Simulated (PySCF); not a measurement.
# CH7BClNSi: the cost of one run

Computed with PySCF 2.14.0, with density-fitted response routines of our own, on a single molecule in the gas phase. Atoms count from 0, in the outputs and in this text.

## 1. Starting geometry

12 atoms, charge 0, multiplicity 1; geometry from: GFN2-xTB. The atoms were then displaced at random by about 0.01 Å, so the start is not that level's minimum.

Bonds of the start (Å): N0–B1 1.37, B1–C2 1.57, C2–Si3 1.94, Si3–Cl4 2.01, N0–H5 1.04, N0–H6 0.99, B1–H7 1.18, C2–H8 1.07, C2–H9 1.10, Si3–H10 1.43, Si3–H11 1.48.

## 2. Optimising the geometry at PBE0-D3(BJ)/def2-SVP

The job: settings as JSON, then the geometry in Å.

```
{"job": {"xc": "PBE0", "basis": "def2-SVP", "d3": "d3bj", "grid": 1, "shake": 0.01, "kind": "geom"}, "charge": 0, "multiplicity": 1}
N     -1.977760     0.093860     0.137280
B     -0.962050    -0.008040    -0.769290
C      0.331060    -0.793420    -0.355300
Si     1.626720     0.319080     0.563440
Cl     2.042980     1.938050    -0.550890
H     -2.850940     0.629420    -0.058020
H     -1.975160    -0.283370     1.056980
H     -1.046130     0.507980    -1.824980
H      0.846790    -1.209590    -1.200510
H      0.112780    -1.628380     0.324700
H      2.839490    -0.399240     0.824750
H      1.051900     0.805390     1.842800
```

Launch:

```
$ OMP_NUM_THREADS=1 python probes_run.py task.json out
```

One launch serves the whole session: the jobs run in the order shown.

Q: Estimate the wall time and peak memory of this first job on 1 thread of Arm Neoverse N1, shared host.

About 93 s, with a peak of 0.47 GiB.
